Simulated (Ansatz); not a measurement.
# CsB3H2: the cost of one run

Computed with Ansatz 0.2.0 (DFT PBE, scalar-relativistic, plane waves, PAW, unless a step's input says otherwise).

**1. The system as given**

It takes space group R-3m (No. 166, trigonal). Conventional cell: a = 6.772 Å, b = 6.772 Å, c = 8.293 Å, α = 90.00°, β = 90.00°, γ = 120.00°. Around Cs (site symmetry -3m) lie 2 H at 2.07 Å. B (site symmetry 2/m) is surrounded by 2 H at 2.07 Å. Around H (site symmetry 3m) lie 1 Cs at 2.07 Å and 3 B at 2.07 Å.

As a file:

```
CELL_PARAMETERS angstrom
3.38581 1.95480 2.76450
-3.38581 1.95480 2.76450
0.00000 -3.90959 2.76450
ATOMIC_POSITIONS crystal
Cs 0.50000 0.50000 0.50000
B 0.00000 0.50000 0.00000
B 0.50000 0.00000 0.00000
B 0.00000 0.00000 0.50000
H 0.75000 0.75000 0.75000
H 0.25000 0.25000 0.25000
```

A structure generator made this guess: ordered mixture on the cation sites of cuprite (R-3m, No. 166). Its size is a rough estimate.

**2. The guess as it stands, on a coarse mesh**

The input, input.yaml:

```yaml
crystal:
  lattice:
    - [3.3858072, 1.9547967, 2.7645]
    - [-3.3858072, 1.9547967, 2.7645]
    - [0.0, -3.90959339, 2.7645]
  atoms:
    - { symbol: Cs, position: [0.5, 0.5, 0.5] }
    - { symbol: B, position: [0.0, 0.5, 0.0] }
    - { symbol: B, position: [0.5, 0.0, 0.0] }
    - { symbol: B, position: [0.0, 0.0, 0.5] }
    - { symbol: H, position: [0.75, 0.75, 0.75] }
    - { symbol: H, position: [0.25, 0.25, 0.25] }
basis:
  ecutwfc: 420
kpoints:
  mp_grid: { grid: [4, 4, 4] }
hamiltonian:
  xc: pbe
scf:
  occupations: { method: gaussian, width: 0.1 }
  lower_state_search: "off"
output:
  forces: true
  stress: true
  eigenvalues: true
```

Started as:

```bash
$ ansatz run input.yaml --threads 1 --pin off --max-ram 2048MiB --backend cpu --events-out ev --progress --plain --runs-dir out
```

**Question.** How long does this run take on 1 thread of Intel Xeon 6975P-C (Granite Rapids), shared host, and how much memory does it need?

About 1 s, with a peak of 0.37 GiB.
